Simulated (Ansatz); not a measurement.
What does this script print? It uses the Ansatz DFT code, driven from Python.

The script, `run_freq.py`:
```python
'''Vibrations of CH5FOSn.'''

import warnings

import ansatz as az
from ase import Atoms
from ase.thermochemistry import IdealGasThermo
import numpy as np

warnings.simplefilter('ignore', az.DeckWarning)

atoms = Atoms(['O', 'C', 'F', 'Sn', 'H', 'H', 'H', 'H', 'H'], positions=[
    (1.471, 0.6734, -0.8995),
    (0.4728, 0.8711, 0.1064),
    (-0.4153, 1.9174, -0.2098),
    (-0.5726, -0.9295, 0.3596),
    (0.9101, 0.554, -1.7625),
    (1.0008, 1.1194, 1.0562),
    (-1.4544, -1.3158, -1.1246),
    (0.4847, -2.2286, 0.7637),
    (-1.8085, -0.7077, 1.6934),
])
geometry = az.Crystal.molecule_from_ase(atoms)

calc = geometry.calculation().basis(gaussian='def2-SVP').functional('PBE')
symbols = [site.symbol for site in geometry.cartesian_sites]
start = np.array([site.position_ang for site in geometry.cartesian_sites], dtype=float)
def progress(event):
    if event['event'] == 'relax_step':
        row = event['data']
        print(f'step {row["step"]:3d}  E = {row["lagrangian_ev"]:.6f} eV  max force {row["allowed_force_max_ev_ang"]:.4f} eV/A')


summary = calc.relax(force_tolerance=0.003).session().plan().execute(on_event=progress).report
end = np.array(summary['positions_ang'])

print('bond        before    after (A)')
for i, j in [(0, 1), (0, 4), (1, 2), (1, 3), (1, 5), (3, 6), (3, 7), (3, 8)]:
    d0, d1 = (np.linalg.norm(xyz[i] - xyz[j]) for xyz in (start, end))
    print(f'{symbols[i]}{i}-{symbols[j]}{j}'.ljust(10), f'{d0:8.4f} {d1:8.4f}')

# same settings at the minimum
minimum = az.Crystal.molecule()
for symbol, xyz in zip(symbols, end):
    minimum = minimum.atom(symbol, xyz.tolist())
vibrating = (
    minimum.calculation()
    .basis(gaussian='def2-SVP')
    .functional('PBE')
    .phonons(temperatures=(298.15, 498.15, 100))
)
vib = vibrating.run(threads=1, backend='cpu').report['vibrations']
sums = vib['harmonic_sums']
modes = [m['omega_inv_cm'] for m in sums['modes_at_gamma'] if m['rigid_motion'] == 'no']
for number, w in enumerate(modes, start=1):
    print(f'mode {number:2d} {w:9.1f} 1/cm {w / 8065.544 * 1000:8.2f} meV')
print('imaginary modes:', sum(w < 0 for w in modes), ' zero-point energy:', round(sums['zero_point_energy_ev'], 4), 'eV')
# rigid rotor and ideal gas, symmetry number taken as one
gas = IdealGasThermo(vib_energies=[w / 8065.544 for w in modes if w > 0], geometry='linear' if len(modes) == 3 * len(symbols) - 5 else 'nonlinear',
                     atoms=Atoms(symbols, positions=end), symmetrynumber=1, spin=0.0)
print(f'H(298 K) - E = {gas.get_enthalpy(298.15, verbose=False):.4f} eV')
print(f'S(298 K, 1 bar) = {96485.33 * gas.get_entropy(298.15, 1e5, verbose=False):.1f} J/(mol K) with symmetry number 1')
```

```console
$ python run_freq.py
step   1  E = -11701.230314 eV  max force 2.0709 eV/A
step   2  E = -11701.431537 eV  max force 1.5601 eV/A
step   3  E = -11701.539172 eV  max force 0.8944 eV/A
step   4  E = -11701.556564 eV  max force 0.4741 eV/A
step   5  E = -11701.564328 eV  max force 0.1029 eV/A
step   6  E = -11701.565074 eV  max force 0.0657 eV/A
step   7  E = -11701.566707 eV  max force 0.0138 eV/A
step   8  E = -11701.566944 eV  max force 0.0110 eV/A
step   9  E = -11701.567093 eV  max force 0.0283 eV/A
step  10  E = -11701.567124 eV  max force 0.0312 eV/A
step  11  E = -11701.567230 eV  max force 0.0224 eV/A
step  12  E = -11701.567245 eV  max force 0.0111 eV/A
step  13  E = -11701.567248 eV  max force 0.0015 eV/A
bond        before    after (A)
O0-C1        1.4308   1.3805
O0-H4        1.0362   0.9775
C1-F2        1.4083   1.3994
C1-Sn3       2.0974   2.2286
C1-H5        1.1147   1.1112
Sn3-H6       1.7691   1.7356
Sn3-H7       1.7230   1.7302
Sn3-H8       1.8318   1.7273
mode  1      87.8 1/cm    10.89 meV
mode  2     167.2 1/cm    20.72 meV
mode  3     198.3 1/cm    24.59 meV
mode  4     333.4 1/cm    41.34 meV
mode  5     414.9 1/cm    51.44 meV
mode  6     435.5 1/cm    53.99 meV
mode  7     558.3 1/cm    69.22 meV
mode  8     593.3 1/cm    73.56 meV
mode  9     646.9 1/cm    80.20 meV
mode 10     689.0 1/cm    85.42 meV
mode 11     694.5 1/cm    86.11 meV
mode 12     965.3 1/cm   119.68 meV
mode 13    1098.7 1/cm   136.22 meV
mode 14    1170.6 1/cm   145.13 meV
mode 15    1270.6 1/cm   157.54 meV
mode 16    1369.0 1/cm   169.73 meV
mode 17    1825.8 1/cm   226.37 meV
mode 18    1852.4 1/cm   229.67 meV
mode 19    1865.1 1/cm   231.24 meV
mode 20    3002.4 1/cm   372.25 meV
mode 21    3667.6 1/cm   454.72 meV
imaginary modes: 0  zero-point energy: 1.42 eV
H(298 K) - E = 1.6238 eV
S(298 K, 1 bar) = 342.2 J/(mol K) with symmetry number 1
```

Caveats:
- Total energies depend on the basis set; only differences at equal settings carry meaning.
- The frequencies are harmonic and unscaled, in a modest basis. The result belongs to the one conformer reached from this start, and soft torsions count as harmonic oscillators.
- def2 sets replace the cores of elements past krypton by effective core potentials.
- The entropy takes a symmetry number of 1; a symmetric molecule's is lower by R ln(sigma).
- Wall time of the script: 2.9 min on 1 thread of Intel(R) Xeon(R) Platinum 8259CL CPU @ 2.50GHz (Skylake/Cascade Lake), on a shared host, peak memory 0.27 GiB.

(A comment or docstring line of the script was reworded after the run, the code is as it ran; lines on the test bed's own set-up are left out of the output.)
